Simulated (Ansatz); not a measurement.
# Sn: response to strain

Aim: deform Sn (equal xx and yy strain of +1 %) and compute stress, forces and field gradients with LAPW, PAW and all-electron datasets made for the crystal.

Program: Ansatz 0.2.0. Level of theory: DFT LDA, scalar-relativistic. These are calculated values, not measurements.

**1. Starting point**

It takes space group I4_1/amd (No. 141, tetragonal). Conventional cell: a = 5.832 Å, b = 5.832 Å, c = 3.181 Å, α = 90.00°, β = 90.00°, γ = 90.00°. Sn (site symmetry -4m2) has 6 Sn at 3.02 to 3.18 Å as nearest neighbours.

Coordinates:

```cif
data_structure
_symmetry_space_group_name_H-M 'P 1'
_symmetry_Int_Tables_number 1
_cell_length_a 4.4198
_cell_length_b 4.4198
_cell_length_c 4.4198
_cell_angle_alpha 97.442
_cell_angle_beta 97.442
_cell_angle_gamma 137.813
_cell_volume 54.10
loop_
_atom_site_label
_atom_site_type_symbol
_atom_site_fract_x
_atom_site_fract_y
_atom_site_fract_z
_atom_site_occupancy
Sn1 Sn 0.00000 0.00000 0.00000 1
Sn2 Sn 0.75000 0.25000 0.50000 1
```

Atoms are numbered in the order of the input: Sn1, Sn2.

**2. After the deformation**

Space group I4_1/amd before, I4_1/amd after.

**3. Full-potential LAPW**

Input file input.yaml:

```yaml
crystal:
  lattice:
    - [-2.9450085, 2.9450085, 1.59065]
    - [2.9450085, -2.9450085, 1.59065]
    - [2.9450085, 2.9450085, -1.59065]
  atoms:
    - { symbol: Sn, position: [0.0, 0.0, 0.0] }
    - { symbol: Sn, position: [0.75, 0.25, 0.5] }
kpoints:
  mp_grid: { grid: [15, 15, 10] }
  band_path:
    path:
      - [0.0, 0.0, 0.0]
      - [0.0, 0.0, 0.5]
      - [-0.5, 0.5, 0.5]
      - [0.0, 0.0, 0.0]
      - [0.3229316708, 0.3229316708, -0.3229316708]
      - [-0.3229316708, 0.6770683292, 0.3229316708]
      - [-0.5, 0.5, 0.5]
      - [0.0, 0.0, 0.5]
      - [0.25, 0.25, 0.25]
    npoints: 5
scf:
  occupations: { method: fermi_dirac, width: 0.05 }
hamiltonian:
  xc: lda
  pseudopotentials: { kind: all_electron, lapw: { basis_error: 0.00025 } }
output:
  forces: true
  stress: true
  eigenvalues: true
```

On the command line:

```bash
$ ansatz run input.yaml --threads 1 --pin off --max-ram 3072MiB --backend cpu --events-out ev --progress --plain --runs-dir out
```

**4. PAW on the default files**

Input file input.yaml:

```yaml
crystal:
  lattice:
    - [-2.9450085, 2.9450085, 1.59065]
    - [2.9450085, -2.9450085, 1.59065]
    - [2.9450085, 2.9450085, -1.59065]
  atoms:
    - { symbol: Sn, position: [0.0, 0.0, 0.0] }
    - { symbol: Sn, position: [0.75, 0.25, 0.5] }
kpoints:
  mp_grid: { grid: [15, 15, 10] }
scf:
  occupations: { method: fermi_dirac, width: 0.05 }
hamiltonian:
  xc: lda
  pseudopotentials: { kind: paw }
output:
  forces: true
  stress: true
  eigenvalues: true
  efg: { contact_densities: true }
```

**5. All-electron PAW on datasets made for the crystal**

input.yaml: that of step 4 with these lines changed.

```diff
@@ -14,3 +14,3 @@
   xc: lda
-  pseudopotentials: { kind: paw }
+  pseudopotentials: { kind: all_electron, datasets: crystal }
 output:
```

(Steps that only read results are left out.)

What does the calculation give? Wanted: pressure; largest shear or deviatoric stress.

**Answer**, as computed:

| quantity | value |
| --- | --- |
| pressure | LAPW -2.73, PAW -2.74, crystal datasets -2.73 GPa |
| largest shear or deviatoric stress (LAPW) | 0.49 GPa |

**Reading.** The largest part of the stress beyond the pressure is 0.49 GPa in size, in the zz component; the atoms are carried along and not relaxed. No run of the undeformed cell stands beside it, so the pressure holds what the given cell had before the change. PAW: stress within 0.01 GPa of LAPW. Crystal datasets: stress within 0.01 GPa of LAPW. The k mesh doesn't keep the crystal's whole symmetry, which leaves small spurious terms.
